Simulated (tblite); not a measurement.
# C2H5F3Si (SMILES CC[Si](F)(F)F): IPEA1-xTB

What is the electronic atomisation energy of C2H5F3Si at IPEA1-xTB? The job is set up through a Python script.

Program for the calculation: tblite 0.8.0.

15 further runs of the same task are left out: 15 set aside as unsound or not needed.

**1. The molecule**

C2H5F3Si: 11 atoms, total charge 0, spin state singlet. As SMILES, `CC[Si](F)(F)F`. The coordinates come from a PBE0-D4/def2-TZVP relaxation.

Bond lengths: C1–C2 1.529 Å, C2–Si3 1.835 Å, Si3–F4 1.580 Å, Si3–F5 1.579 Å, Si3–F6 1.580 Å, C1–H7 1.092 Å, C1–H8 1.092 Å, C1–H9 1.092 Å, C2–H10 1.095 Å, C2–H11 1.095 Å. Some angles: C1–C2–Si3 113.7°, C2–Si3–F4 111.7°, C2–Si3–F5 112.0°, C2–Si3–F6 111.7°, F4–Si3–F5 107.1°, F4–Si3–F6 106.8°, F5–Si3–F6 107.1°, C1–C2–H10 110.8°, C1–C2–H11 110.8°, Si3–C2–H10 107.6°.

**2. Energy and gradient at IPEA1-xTB**

run.py

```python
# IPEA1-xTB energy and gradient
import json
import numpy as np
from tblite.interface import Calculator

symbols = ["C", "C", "Si", "F", "F", "F", "H", "H", "H", "H", "H"]
numbers = np.array([6, 6, 14, 9, 9, 9, 1, 1, 1, 1, 1])
positions = np.array([  # bohr
    [0.121509, -2.032400, 1.790138],
    [1.110970, -0.586004, -0.508147],
    [-0.777811, 2.207011, -1.316383],
    [-3.607109, 1.485325, -1.943583],
    [0.311427, 3.643581, -3.694793],
    [-0.867762, 4.170059, 0.932580],
    [1.305612, -3.672683, 2.192649],
    [-1.802988, -2.710434, 1.483057],
    [0.103179, -0.844897, 3.477663],
    [3.058711, 0.042141, -0.197287],
    [1.167473, -1.809413, -2.176776],
])

xtb = Calculator("IPEA1-xTB", numbers, positions, charge=0, uhf=0)
xtb.set("verbosity", 0)
xtb.set("accuracy", 0.1)
xtb.add("spin-polarization", 1.0)
sp = xtb.singlepoint()

print(f"Total energy: {sp.get('energy') * 27.211386:.8f} eV")
eps = np.atleast_2d(sp.get("orbital-energies")) * 27.211386
occ = np.atleast_2d(sp.get("orbital-occupations"))
filled = occ.sum(axis=0) if eps.shape[0] == 1 else occ[0]
homo = np.nonzero(filled > 0.5)[0].max()
print(f"HOMO {eps[0, homo]:.4f} eV")
if homo + 1 < eps.shape[1]:
    print(f"LUMO {eps[0, homo + 1]:.4f} eV, gap {eps[0, homo + 1] - eps[0, homo]:.4f} eV")
mu = sp.get("dipole") * 2.541746
print(f"|mu|: {np.linalg.norm(mu):.4f} D, components " + " ".join(f"{c:.4f}" for c in mu))
q = sp.get("charges")
g = sp.get("gradient")
print("atom     charge      dE/dx        dE/dy        dE/dz   (Eh/bohr)")
for i, s in enumerate(symbols):
    print(f"{s:<2}{i + 1:<3} {q[i]:9.4f} {g[i, 0]:12.7f} {g[i, 1]:12.7f} {g[i, 2]:12.7f}")
print(f"gradient norm {np.linalg.norm(g):.6f} Eh/bohr")
out = {k: np.asarray(sp.get(k)).tolist() for k in ("energy", "gradient", "charges", "dipole", "orbital-energies", "orbital-occupations")}
out.update(symbols=symbols, positions=(positions * 0.529177210903).tolist())
json.dump(out, open("results.json", "w"))
```

Run with:

```bash
$ python run.py
```

Log:

```text
Total energy: -707.67485065 eV
HOMO -12.2245 eV
LUMO -5.3233 eV, gap 6.9012 eV
|mu|: 2.9171 D, components 1.6159 -2.3412 0.6457
atom     charge      dE/dx        dE/dy        dE/dz   (Eh/bohr)
C 1     -0.0540   -0.0011130    0.0077045   -0.0062138
C 2     -0.0626   -0.0056793    0.0020894    0.0033844
Si3      0.4821    0.0245786   -0.0349461    0.0091835
F 4     -0.1675   -0.0093751   -0.0030467   -0.0025221
F 5     -0.1690    0.0044979    0.0038434   -0.0078670
F 6     -0.1675    0.0004223    0.0065673    0.0077794
H 7      0.0233   -0.0020869    0.0020420    0.0000830
H 8      0.0210    0.0004100   -0.0011566    0.0016522
H 9      0.0210   -0.0002498   -0.0017670    0.0010042
H 10     0.0366   -0.0060605    0.0089605   -0.0036461
H 11     0.0366   -0.0053441    0.0097092   -0.0028376
gradient norm 0.051375 Eh/bohr
```

It took 0.36 s on 1 thread of Intel Xeon at 2.50GHz (Skylake/Cascade Lake), shared host.

**3. The C atom: the energy at IPEA1-xTB**

start.xyz

```xyz
1

C      0.000000     0.000000     0.000000
```

job.py

```python
# IPEA1-xTB single point
import json
import numpy as np
from tblite.interface import Calculator
from tblite.interface import symbols_to_numbers

symbols = list(map(str, np.loadtxt("start.xyz", skiprows=2, usecols=0, dtype=str, ndmin=1)))
numbers = np.array(symbols_to_numbers(symbols))
positions = np.loadtxt("start.xyz", skiprows=2, usecols=(1, 2, 3), ndmin=2) / 0.529177210903

calc = Calculator("IPEA1-xTB", numbers, positions, charge=0, uhf=2)
calc.set("accuracy", 0.1)
calc.add("spin-polarization", 1.0)
result = calc.singlepoint()

print(f"E(total): {result.get('energy') * 627.5095:.8f} kcal/mol")
eps = np.atleast_2d(result.get("orbital-energies")) * 27.211386
occ = np.atleast_2d(result.get("orbital-occupations"))
filled = occ.sum(axis=0) if eps.shape[0] == 1 else occ[0]
homo = np.nonzero(filled > 0.5)[0].max()
print("  MO   occupation   energy/eV")
for i in range(max(0, homo - 4), min(eps.shape[1], homo + 5)):
    print(f"{i + 1:4d} {filled[i]:10.4f} {eps[0, i]:12.4f}")
mu = result.get("dipole") * 2.541746
print(f"dipole: {np.linalg.norm(mu):.4f} D, components " + " ".join(f"{c:.4f}" for c in mu))
q = result.get("charges")
print("Charges:", " ".join(f"{s}{i + 1}={c:+.4f}" for i, (s, c) in enumerate(zip(symbols, q))))
out = {k: np.asarray(result.get(k)).tolist() for k in ("energy", "gradient", "charges", "dipole", "orbital-energies", "orbital-occupations")}
out.update(symbols=symbols, positions=(positions * 0.529177210903).tolist())
json.dump(out, open("results.json", "w"))
```

Run the same way, it converges to -1.93940 Eh (log not shown).

**4. The F atom: a single-point energy at IPEA1-xTB**

calc.py

```python
"""IPEA1-xTB single point"""
import json
import numpy as np
from tblite.interface import Calculator
from tblite.interface import symbols_to_numbers

geometry = """
F      0.000000     0.000000     0.000000
"""
lines = [l.split() for l in geometry.strip().splitlines()]
symbols = [l[0] for l in lines]
numbers = np.array(symbols_to_numbers(symbols))
positions = np.array([l[1:4] for l in lines], float) / 0.5291772

xtb = Calculator("IPEA1-xTB", numbers, positions, charge=0, uhf=1)
xtb.set("verbosity", 0)
xtb.set("accuracy", 0.1)
xtb.add("spin-polarization", 1.0)
wfn = xtb.singlepoint()

print(f"total energy: {wfn.get('energy') * 27.211386:.8f} eV")
eps = np.atleast_2d(wfn.get("orbital-energies")) * 27.211386
occ = np.atleast_2d(wfn.get("orbital-occupations"))
filled = occ.sum(axis=0) if eps.shape[0] == 1 else occ[0]
homo = np.nonzero(filled > 0.5)[0].max()
print(f"HOMO {eps[0, homo]:.4f} eV")
if homo + 1 < eps.shape[1]:
    print(f"LUMO {eps[0, homo + 1]:.4f} eV, gap {eps[0, homo + 1] - eps[0, homo]:.4f} eV")
mu = wfn.get("dipole") * 2.541746
print(f"|mu|: {np.linalg.norm(mu):.4f} D, components " + " ".join(f"{c:.4f}" for c in mu))
q = wfn.get("charges")
print("Charges:", " ".join(f"{s}{i + 1}={c:+.4f}" for i, (s, c) in enumerate(zip(symbols, q))))
out = {k: np.asarray(wfn.get(k)).tolist() for k in ("energy", "gradient", "charges", "dipole", "orbital-energies", "orbital-occupations")}
out.update(symbols=symbols, positions=(positions * 0.529177210903).tolist())
json.dump(out, open("results.json", "w"))
```

Run with:

```bash
$ python calc.py
```

Log:

```text
total energy: -142.78470678 eV
HOMO -18.2535 eV
LUMO -6.9691 eV, gap 11.2844 eV
|mu|: 0.0000 D, components -0.0000 0.0000 0.0000
Charges: F1=+0.0000
```

It took 0.33 s on 1 thread of Intel Xeon at 2.50GHz (Skylake/Cascade Lake), shared host.

**5. The H atom: a single-point energy at IPEA1-xTB**

input.xyz

```xyz
1

H      0.000000     0.000000     0.000000
```

job.py

```python
import json
import numpy as np
from tblite.interface import Calculator
from tblite.interface import symbols_to_numbers

symbols = list(map(str, np.loadtxt("input.xyz", skiprows=2, usecols=0, dtype=str, ndmin=1)))
numbers = np.array(symbols_to_numbers(symbols))
positions = np.loadtxt("input.xyz", skiprows=2, usecols=(1, 2, 3), ndmin=2) / 0.529177210903

xtb = Calculator("IPEA1-xTB", numbers, positions, charge=0, uhf=1)
xtb.set("accuracy", 0.1)
xtb.add("spin-polarization", 1.0)
result = xtb.singlepoint()

print(f"Energy: {result.get('energy'):.8f} Eh")
eps = np.atleast_2d(result.get("orbital-energies")) * 27.211386
occ = np.atleast_2d(result.get("orbital-occupations"))
filled = occ.sum(axis=0) if eps.shape[0] == 1 else occ[0]
homo = np.nonzero(filled > 0.5)[0].max()
print(f"HOMO {eps[0, homo]:.4f} eV")
if homo + 1 < eps.shape[1]:
    print(f"LUMO {eps[0, homo + 1]:.4f} eV, gap {eps[0, homo + 1] - eps[0, homo]:.4f} eV")
mu = result.get("dipole") * 2.541746
print(f"Dipole moment: {np.linalg.norm(mu):.4f} D, components " + " ".join(f"{c:.4f}" for c in mu))
q = result.get("charges")
print("Charges:", " ".join(f"{s}{i + 1}={c:+.4f}" for i, (s, c) in enumerate(zip(symbols, q))))
out = {k: np.asarray(result.get(k)).tolist() for k in ("energy", "gradient", "charges", "dipole", "orbital-energies", "orbital-occupations")}
out.update(symbols=symbols, positions=(positions * 0.529177210903).tolist())
json.dump(out, open("results.json", "w"))
```

Run with:

```bash
$ python job.py
```

Log:

```text
------------------------------------------------------------
  cycle        total energy    energy error   density error
------------------------------------------------------------
      1    -0.4224867167172  -4.2248672E-01   5.0000000E-01
      2    -0.4224867167172   0.0000000E+00   3.0000000E-01
      3    -0.4224867167172   0.0000000E+00   1.7998200E-05
      4    -0.4224867167172   0.0000000E+00   1.4044321E-14
------------------------------------------------------------

 total:                                   0.001 sec
Energy: -0.42248672 Eh
HOMO -12.4710 eV
LUMO -5.5092 eV, gap 6.9618 eV
Dipole moment: 0.0000 D, components 0.0000 0.0000 0.0000
Charges: H1=-0.0000
```

It took 0.37 s on 1 thread of Intel Xeon at 2.50GHz (Skylake/Cascade Lake), shared host.

**6. The Si atom: a single-point energy at IPEA1-xTB**

script.py

```python
import json
import numpy as np
from tblite.interface import Calculator

symbols = ["Si"]
numbers = np.array([14])
positions = np.array([
    [0.000000, 0.000000, 0.000000],
]) / 0.529177210903

tb = Calculator("IPEA1-xTB", numbers, positions, charge=0, uhf=2)
tb.set("accuracy", 0.1)
tb.add("spin-polarization", 1.0)
res = tb.singlepoint()

print(f"E(total): {res.get('energy') * 27.211386:.8f} eV")
eps = np.atleast_2d(res.get("orbital-energies")) * 27.211386
occ = np.atleast_2d(res.get("orbital-occupations"))
filled = occ.sum(axis=0) if eps.shape[0] == 1 else occ[0]
homo = np.nonzero(filled > 0.5)[0].max()
print(f"HOMO {eps[0, homo]:.4f} eV")
if homo + 1 < eps.shape[1]:
    print(f"LUMO {eps[0, homo + 1]:.4f} eV, gap {eps[0, homo + 1] - eps[0, homo]:.4f} eV")
mu = res.get("dipole") * 2.541746
print(f"|mu|: {np.linalg.norm(mu):.4f} D, components " + " ".join(f"{c:.4f}" for c in mu))
q = res.get("charges")
print("Charges:", " ".join(f"{s}{i + 1}={c:+.4f}" for i, (s, c) in enumerate(zip(symbols, q))))
out = {k: np.asarray(res.get(k)).tolist() for k in ("energy", "gradient", "charges", "dipole", "orbital-energies", "orbital-occupations")}
out.update(symbols=symbols, positions=(positions * 0.529177210903).tolist())
json.dump(out, open("results.json", "w"))
```

Run the same way, it converges to -1.65220 Eh (log not shown).

**7. What came out**

At IPEA1-xTB:

```
                                      quantity         value
                        molecule: total energy  -26.00657 Eh
                       molecule: dipole moment        2.92 D
                         molecule: HOMO energy     -12.22 eV
                         molecule: LUMO energy      -5.32 eV
                       molecule: HOMO–LUMO gap       6.90 eV
            molecule: largest force on an atom    2.247 eV/Å
                          C atom: total energy   -1.93940 Eh
                         C atom: dipole moment        0.00 D
 C atom: HOMO energy (as the program lists it)     -11.01 eV
 C atom: LUMO energy (as the program lists it)      -4.73 eV
              C atom: largest force on an atom    0.000 eV/Å
                          F atom: total energy   -5.24724 Eh
                         F atom: dipole moment        0.00 D
 F atom: HOMO energy (as the program lists it)     -18.25 eV
 F atom: LUMO energy (as the program lists it)      -6.97 eV
              F atom: largest force on an atom    0.000 eV/Å
                          H atom: total energy   -0.42249 Eh
                         H atom: dipole moment        0.00 D
 H atom: HOMO energy (as the program lists it)     -12.47 eV
              H atom: largest force on an atom    0.000 eV/Å
                         Si atom: total energy   -1.65220 Eh
                        Si atom: dipole moment        0.00 D
Si atom: HOMO energy (as the program lists it)      -8.34 eV
Si atom: LUMO energy (as the program lists it)      -3.14 eV
             Si atom: largest force on an atom    0.000 eV/Å
                 electronic atomisation energy     71.332 eV
```

**Reading.** Taking the molecule apart into free atoms costs 71.33 eV (6883 kJ/mol), before zero-point energy and without spin-orbit coupling. The largest force (molecule) is 2.25 eV/Å: the shape isn't a stationary point for this species at this level. Tight-binding and semi-empirical models aren't fitted to free atoms, so this value can be far from the true one. Mulliken charges (molecule) run from -0.17 on F5 to +0.48 on Si3.
